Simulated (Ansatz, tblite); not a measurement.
# Dimethylphenylsulfonium bromide (C₈H₁₁BrS): one state, many levels

The task here is to estimate one member of a computed series from the others.

Method: as each input shows; program: Ansatz 0.2.0, Gaussian basis.

The runs, in order: GFN1-xTB, GFN2-xTB, PBE-D4/def2-TZVP, r2SCAN-D4/def2-TZVP, BHLYP-D4/def2-TZVP, B97M-V/def2-TZVP, PBE-D4/def2-SVP, PBE0-D4/def2-SVP, MP2/def2-SVP.

**The structure**

The singlet was relaxed beforehand with PBE-D4/def2-SVP.

SMILES `C[S+](C)c1ccccc1.[Br-]`, 21 atoms, charge 0, spin multiplicity 1.

Bond lengths: C1–S2 1.823 Å, C1–H10 1.106 Å, C1–H11 1.107 Å, C1–H12 1.105 Å, S2–C3 1.823 Å, S2–C4 1.883 Å, C3–H13 1.108 Å, C3–H14 1.106 Å, C3–H15 1.105 Å, C4–C5 1.403 Å, C4–C9 1.405 Å, C5–C6 1.405 Å, C5–H16 1.102 Å, C6–C7 1.402 Å, C6–H17 1.100 Å, C7–C8 1.405 Å, C7–H18 1.100 Å, C8–C9 1.403 Å and more. Angles: S2–C1–H10 105.7°, S2–C1–H11 104.6°, S2–C1–H12 110.6°, H10–C1–H11 110.1°, H10–C1–H12 110.8°, H11–C1–H12 114.5°, C1–S2–C3 103.2°, C1–S2–C4 97.1°, C3–S2–C4 97.1°, S2–C3–H13 104.3°, S2–C3–H14 105.9°, S2–C3–H15 110.6°, H13–C3–H14 110.8°, H13–C3–H15 114.0°, H14–C3–H15 110.8°, S2–C4–C5 113.8°, S2–C4–C9 125.7°, C5–C4–C9 120.5° and more.

PBE0-D4/def2-TZVP was run before; its log isn't repeated, and its numbers join the tables.

The first run:

Tight binding, by tblite at 300 K electronic temperature and without a spin-polarisation term:

```python
tblite.interface.Calculator('GFN1-xTB', numbers, positions, charge=0, uhf=0).singlepoint()
```

Tight binding, by tblite at 300 K electronic temperature and without a spin-polarisation term:

```python
tblite.interface.Calculator('GFN2-xTB', numbers, positions, charge=0, uhf=0).singlepoint()
```

start.molden holds the orbitals of an earlier run on this state, given as this run's starting guess.

Contents of in.yaml:

```yaml
crystal:
  periodic: [false, false, false]
  atoms:
    - {symbol: C, position_ang: [2.093283, 0.613074, 1.068462]}
    - {symbol: S, position_ang: [1.463504, -0.741840, 0.023956]}
    - {symbol: C, position_ang: [1.760122, -0.134372, -1.668606]}
    - {symbol: C, position_ang: [-0.359635, -0.281500, 0.118919]}
    - {symbol: C, position_ang: [-1.189401, -1.335278, 0.529526]}
    - {symbol: C, position_ang: [-2.574341, -1.129334, 0.642331]}
    - {symbol: C, position_ang: [-3.122180, 0.126732, 0.344129]}
    - {symbol: C, position_ang: [-2.286884, 1.179215, -0.067086]}
    - {symbol: C, position_ang: [-0.903036, 0.978621, -0.181018]}
    - {symbol: H, position_ang: [1.864140, 0.319479, 2.109831]}
    - {symbol: H, position_ang: [3.187848, 0.607178, 0.902750]}
    - {symbol: H, position_ang: [1.596215, 1.566006, 0.810122]}
    - {symbol: H, position_ang: [2.857646, -0.208707, -1.797241]}
    - {symbol: H, position_ang: [1.236763, -0.840908, -2.339485]}
    - {symbol: H, position_ang: [1.361530, 0.889386, -1.789966]}
    - {symbol: H, position_ang: [-0.748984, -2.318589, 0.760076]}
    - {symbol: H, position_ang: [-3.225687, -1.955658, 0.964797]}
    - {symbol: H, position_ang: [-4.206833, 0.289802, 0.432070]}
    - {symbol: H, position_ang: [-2.716071, 2.165279, -0.301895]}
    - {symbol: H, position_ang: [-0.263222, 1.814503, -0.505150]}
    - {symbol: Br, position_ang: [4.175203, -1.603078, -0.056500]}
basis:
  gaussian: {orbitals: def2-TZVP, initial_orbitals: start.molden}
hamiltonian: {xc: pbe, dispersion: d4}
scf: {omitted_lower_state_checks: [starts]}
output: {forces: true, orbitals: {seedname: orbitals}}
```

The run is started by

```console
> ansatz run in.yaml --threads 4 --pin off --events-out ev --progress --plain --max-ram 6963MiB
```

Among the steps run: PBE-D4/def2-TZVP; r2SCAN-D4/def2-TZVP; BHLYP-D4/def2-TZVP; B97M-V/def2-TZVP; PBE-D4/def2-SVP; PBE0-D4/def2-SVP; MP2/def2-SVP.

One table of the session follows, with a row left open; its other results are not shown here.

It belongs to the step «Binding energy». 

```
              level  binding an atom (eV)
        HF/def2-SVP                 3.197
    PBE-D4/def2-SVP                 4.495
   PBE-D4/def2-TZVP                 4.461
r2SCAN-D4/def2-TZVP                 4.347
   B97M-V/def2-TZVP                     ?
   PBE0-D4/def2-SVP                 4.411
  PBE0-D4/def2-TZVP                 4.374
 BHLYP-D4/def2-TZVP                 4.182
       MP2/def2-SVP                 4.189
```

Q: Estimate the row for B97M-V/def2-TZVP from the others.

As computed: binding an atom (eV): 4.322. In the column «binding an atom (eV)» it lies between MP2/def2-SVP (4.189) and r2SCAN-D4/def2-TZVP (4.347).

Limits of these values: Free atoms were run apart at each level; binding is atoms less cluster, divided by the number of atoms, without zero-point or spin-orbit terms.
